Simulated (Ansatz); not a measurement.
# BiS (Pm-3m) in Ansatz: notebook

The runs below take BiS through band structure, with PBEsol.

Program: Ansatz 0.2.0. These are calculated values, not measurements. Logs are shortened: lines on timing, memory, paths and dates and some standing lists are left out, and cuts for length are marked.

### Step 1. The structure

It takes space group Pm-3m (No. 221, cubic). Conventional cell: a = 4.003 Å, b = 4.003 Å, c = 4.003 Å, α = 90.00°, β = 90.00°, γ = 90.00°. Bi (site symmetry m-3m) is surrounded by 8 S at 3.47 Å. Around S (site symmetry m-3m) lie 8 Bi at 3.47 Å.

The cell was built by a generator and needn't be a form met in nature.

### Step 2. Band structure, PBEsol

The input, input.yaml:

```yaml
crystal:
  lattice:
    - [4.00294434, 0.0, 0.0]
    - [0.0, 4.00294434, 0.0]
    - [0.0, 0.0, 4.00294434]
  atoms:
    - { symbol: Bi, position: [0.5, 0.5, 0.5] }
    - { symbol: S, position: [0.0, 0.0, 0.0] }
kpoints:
  mp_grid: { grid: [5, 5, 5] }
  band_path:
    path:
      - [0.0, 0.0, 0.0]
      - [0.0, 0.5, 0.0]
      - [0.5, 0.5, 0.0]
      - [0.0, 0.0, 0.0]
      - [0.5, 0.5, 0.5]
      - [0.0, 0.5, 0.0]
    npoints: 8
scf:
  occupations: { method: fermi_dirac, width: 0.05 }
hamiltonian:
  xc: pbesol
  pseudopotentials: { kind: all_electron, lapw: { basis_error: 0.001 } }
output:
  forces: true
  stress: true
  eigenvalues: true
```

Potentials or basis: all-electron LAPW, scalar-relativistic.

Launch:

```sh
$ ansatz run input.yaml --threads 1 --pin off --max-ram 3072MiB --backend cpu --events-out ev --progress --plain --runs-dir out
```

Standard output:

```text
Warning: RAYON_NUM_THREADS=1 ignored (pool sized by the plan → 1); use --threads N
LAPW: plane waves up to 5.718 Å⁻¹, error target 1.0e-3 eV per atom; small_component_spin mean_spin; S in spheres of 1.590 Å, 14 of its electrons in bands, Dirac shells []; Bi in spheres of 1.876 Å, 37 of its electrons in bands, Dirac shells [] (how accurate: hamiltonian.pseudopotentials.lapw.basis_error, Limitations)
Engine: ansatz 0.2.0, x86_64-unknown-linux-gnu
Pseudopotentials: kind: all_electron
Pseudopotential: Bi, LAPW, valence charge 37, lapw/all_electron/scalar/gaussian/Bi, Koelling and Harmon's equation, gaussian nucleus
Pseudopotential: S, LAPW, valence charge 14, lapw/all_electron/scalar/gaussian/S, Koelling and Harmon's equation, gaussian nucleus
Functional definition: PBEsol
  exchange = pbesol_x
  correlation = pbesol_c
Crystal: 2 atoms, lattice volume = 64.141 Å³
Basis set: ecut = 124.55910773600971 eV, 203 PW (Γ), exchange–correlation at level 2
Bands: 31, of which v1, the nominal top of the filled ones, is band 26 counted from 1 (25 counted from 0)
Symmetry: 48 space group operations
Space group: Pm-3m (ITA 221), of the structure as read, at distance tolerance 4.0e-5 Å
k-points: 10 of 125
Non-local potential: Bi, projectors of the file, none
Non-local potential: S, projectors of the file, none
Initial density: superposition of atomic densities (chi_scale 0.1, normalization cell, long waves kept (reshape's long-wave potential 0.00 eV rms))
Initial wavefunctions: plane waves of lowest kinetic energy (no species holds an atomic orbital)
Functional: x = pbesol(κ = 0.804, μ = 0.12345679012345678), c = pbesol(β = 0.046)
iter 1 solved again at ethr=4.09e-3 eV; its pass at ethr=1.00e-1 eV (dr2=2.08e0 eV) is discarded
SCF iter   1: F=—  HF=-596396.713151 eV  |F-HF|=—  |Δ(HF+E_count)|=         —  Δρ=3.25e-2  dr2=2.08e0  ethr=4.09e-3  ⟨swp⟩=2.0  Hψ=1814  notcnv=0
preconditioner: auto → LDOS  [insulator: Δε(μ)=0.152 eV  Ē_g=10.498 eV  σ=0.050 eV  W_gap=0.53  n_scr=18 (ndim 8)  ℏωp=15.4 eV  f_vac=0.018  D(μ)=2.26/eV (n_scr^D=18)  ε∞_Penn≈3.1  β→1.0]
iter 2 solved again at ethr=1.60e-4 eV; its pass at ethr=4.09e-3 eV (dr2=8.14e-2 eV) is discarded
SCF iter   2: F=—  HF=-596395.870194 eV  |F-HF|=—  |Δ(HF+E_count)|=   8.43e-1  Δρ=7.67e-3  dr2=8.13e-2  ethr=1.60e-4  ⟨swp⟩=2.0  Hψ=1521  notcnv=0
SCF iter   3: F=—  HF=-596395.910324 eV  |F-HF|=—  |Δ(HF+E_count)|=   4.01e-2  Δρ=2.01e-3  dr2=2.47e-3  ethr=1.59e-4  ⟨swp⟩=2.0  Hψ=955  notcnv=0
SCF iter   4: F=—  HF=-596395.907004 eV  |F-HF|=—  |Δ(HF+E_count)|=   3.32e-3  Δρ=1.20e-3  dr2=1.25e-3  ethr=4.85e-6  ⟨swp⟩=2.0  Hψ=948  notcnv=0
SCF iter   5: F=—  HF=-596395.904367 eV  |F-HF|=—  |Δ(HF+E_count)|=   2.64e-3  Δρ=5.09e-4  dr2=2.24e-4  ethr=2.44e-6  ⟨swp⟩=2.0  Hψ=948  notcnv=0
SCF iter   6: F=—  HF=-596395.904115 eV  |F-HF|=—  |Δ(HF+E_count)|=   2.52e-4  Δρ=1.43e-4  dr2=1.91e-5  ethr=4.38e-7  ⟨swp⟩=2.0  Hψ=948  notcnv=0
SCF iter   7: F=—  HF=-596395.904109 eV  |F-HF|=—  |Δ(HF+E_count)|=   5.92e-6  Δρ=3.84e-5  dr2=1.23e-6  ethr=3.75e-8  ⟨swp⟩=2.0  Hψ=948  notcnv=0
SCF iter   8: F=—  HF=-596395.904110 eV  |F-HF|=—  |Δ(HF+E_count)|=   3.00e-7  Δρ=7.07e-6  dr2=4.95e-8  ethr=2.42e-9  ⟨swp⟩=2.1  Hψ=949  notcnv=0
SCF iter   9: F=-596395.904110 eV  HF=-596395.904110 eV  |F-HF|=5.82e-10  |Δ(HF+E_count)|=   2.07e-8  Δρ=1.82e-6  dr2=1.42e-9  ethr=9.71e-11  ⟨swp⟩=2.0  Hψ=948  notcnv=0
SCF 1 converged in 9 iterations: F = -596395.904110 eV  dr2 = 1.42e-9
NSCF: frozen V_eff on 41 k-points
SCF converged after 9 iterations
Free energy (F): -596395.904110 eV
Harris-Foulkes:  -596395.904110 eV  (|F-HF|=5.82e-10)
Internal energy: -596395.870036 eV  (E = F + TS)
E sigma→0 (E₀):  -596395.887073 eV
Entropy (-TS):   -0.034074 eV (-17.037 meV/atom)
Fermi energy:    8.729628 eV
--- Per-component energies (eV) ---
  E_band       = -4110.118363
  E_kinetic    = 688662.814516
  E_xc         = -11324.458538
  E_electrostatic = -1273734.226014  (all electrons and nuclei)
  E_smearing   = -0.034074  (= −TS)
  E_closure    = 0.000000  (closes the sum)
  E_atoms      = -596388.345077  (free atoms, spherical and without spin; not in F)
  Σ components = -596395.904110   (vs F -596395.904110, Δ=0.00e0)
  Basis errors (estimates in eV, not in F): energy 3.1e-4 per atom: plane waves 2.8e-4 (1.5e-4 summed), levels above the bands 1.3e-74, relativity 6.8e-9, radial functions 2.6e-5, core shells 2.6e-11; eigenvalues (radial functions only) 8.7e-5; not estimated: angular momenta, meshes, grids; target (lapw.basis_error) 1.0e-3; muffin-tin radii S 1.590 Å, Bi 1.876 Å
--- Forces (eV/Å), atoms counted from 1 ---
  atom   1  Bi     0.00000000    -0.00000000     0.00000000
  atom   2  S     -0.00000000     0.00000000     0.00000000
  max |Σ_I F_I| component: 3.12e-31 eV/Å
--- Stress (GPa, compression-positive) ---
      -12.830832       0.000000       0.000000
        0.000000     -12.830832      -0.000000
        0.000000      -0.000000     -12.830832
  P = ⅓ Tr σ = -12.8308 GPa (-128.308 kbar)
--- Band table (eV; the first three rows and the last of 10) ---
  k-point 0: bands = ["-196.4490", "-145.2370", "-141.5218", "-141.5218", "-141.5218", "-140.4202", "-140.4202", "-140.4202", "-140.4196", "-140.4196", "-140.4196", "-140.4189", "-83.4306", "-83.4306", "-83.4306", "-14.7726", "-14.7726", "-14.7281", "-14.7281", "-14.7281", "-4.1920", "-1.1256", "6.6924", "6.6924", "6.6924", "11.3910", "11.3910", "11.3910", "13.2781", "13.2781", "15.9842"]
  k-point 1: bands = ["-196.4490", "-145.2370", "-141.5218", "-141.5218", "-141.5218", "-140.4202", "-140.4202", "-140.4202", "-140.4196", "-140.4196", "-140.4196", "-140.4189", "-83.4306", "-83.4306", "-83.4306", "-14.7722", "-14.7616", "-14.7310", "-14.7310", "-14.7278", "-3.9395", "-1.3907", "6.4497", "6.9382", "6.9382", "9.7537", "10.9580", "10.9580", "13.6068", "14.8685", "17.5732"]
  k-point 2: bands = ["-196.4490", "-145.2370", "-141.5218", "-141.5218", "-141.5218", "-140.4202", "-140.4202", "-140.4202", "-140.4196", "-140.4196", "-140.4196", "-140.4189", "-83.4306", "-83.4306", "-83.4306", "-14.7717", "-14.7438", "-14.7358", "-14.7358", "-14.7274", "-3.2891", "-2.0900", "6.5916", "7.4802", "7.4802", "7.7685", "10.1097", "10.1097", "14.5768", "16.3377", "17.5493"]
  k-point 9: bands = ["-196.4490", "-145.2370", "-141.5218", "-141.5218", "-141.5218", "-140.4202", "-140.4202", "-140.4202", "-140.4196", "-140.4196", "-140.4196", "-140.4189", "-83.4306", "-83.4306", "-83.4306", "-14.7439", "-14.7436", "-14.7436", "-14.7279", "-14.7279", "-2.6452", "-1.4376", "5.6207", "5.9893", "5.9893", "7.7597", "7.7597", "8.6504", "17.3215", "18.1601", "18.1601"]
```

Run time: 14 s. Hardware: 1 thread of Intel Xeon at 2.50GHz (Skylake/Cascade Lake), shared host; peak memory 0.28 GiB.

What came out:

```
Free energy             : -596395.9041 eV
Pressure                : -12.8 GPa
Band gap along the path : none (metal or under the smearing width)
```

Levels at the corners of the path, in eV from the Fermi level:
| point | band 23 | band 24 | band 25 | band 26 | band 27 | band 28 |
| --- | --- | --- | --- | --- | --- | --- |
| Γ | -2.04 | -2.04 | -2.04 | 2.66 | 2.66 | 2.66 |
| X | -1.77 | -1.58 | -1.12 | -1.12 | 1.20 | 1.20 |
| M | -4.17 | -4.17 | -0.92 | 1.59 | 1.59 | 1.99 |
| Γ | -2.04 | -2.04 | -2.04 | 2.66 | 2.66 | 2.66 |
| R | -2.44 | -2.44 | -2.44 | -1.66 | -1.66 | -1.66 |
| X | -1.77 | -1.58 | -1.12 | -1.12 | 1.20 | 1.20 |

Caveat: the k mesh is thin for a metal, which can move the energy by tens of meV per atom; spin-orbit coupling is left out, which moves the levels of the heavy elements.

### Step 3. Band structure, PBEsol, spin-orbit coupling, no magnetisation

Edit input.yaml of step 2 so:

```diff
@@ -24,2 +24,5 @@
   pseudopotentials: { kind: all_electron, lapw: { basis_error: 0.001 } }
+magnetization:
+  noncollinear: true
+  spin_orbit: true
 output:
```

Potentials or basis: all-electron LAPW, relativistic spinors.

Launch:

```sh
$ ansatz run input.yaml --threads 1 --pin off --max-ram 3072MiB --backend cpu --events-out ev --progress --plain --runs-dir out
```

It took 79 s on 1 thread of Intel Xeon at 2.50GHz (Skylake/Cascade Lake), shared host; peak memory 0.42 GiB.

The run converged. Its results:

```yaml
Free_energy: -597776.4464 eV
Pressure: -11.0 GPa
Band_gap_along_the_path: none (metal or under the smearing width)
```

Levels at the corners of the path, in eV from the Fermi level:
| point | band 47 | band 48 | band 49 | band 50 | band 51 | band 52 | band 53 | band 54 |
| --- | --- | --- | --- | --- | --- | --- | --- | --- |
| Γ | -1.51 | -1.51 | -1.51 | -1.51 | 1.53 | 1.53 | 3.83 | 3.83 |
| X | -1.39 | -1.39 | -0.80 | -0.80 | -0.74 | -0.74 | 1.06 | 1.06 |
| M | -3.60 | -3.60 | -0.57 | -0.57 | 0.88 | 0.88 | 2.42 | 2.42 |
| Γ | -1.51 | -1.51 | -1.51 | -1.51 | 1.53 | 1.53 | 3.83 | 3.83 |
| R | -2.11 | -2.11 | -2.06 | -2.06 | -2.06 | -2.06 | -0.68 | -0.68 |
| X | -1.39 | -1.39 | -0.80 | -0.80 | -0.74 | -0.74 | 1.06 | 1.06 |

Caveat: the k mesh is thin for a metal, which can move the energy by tens of meV per atom.
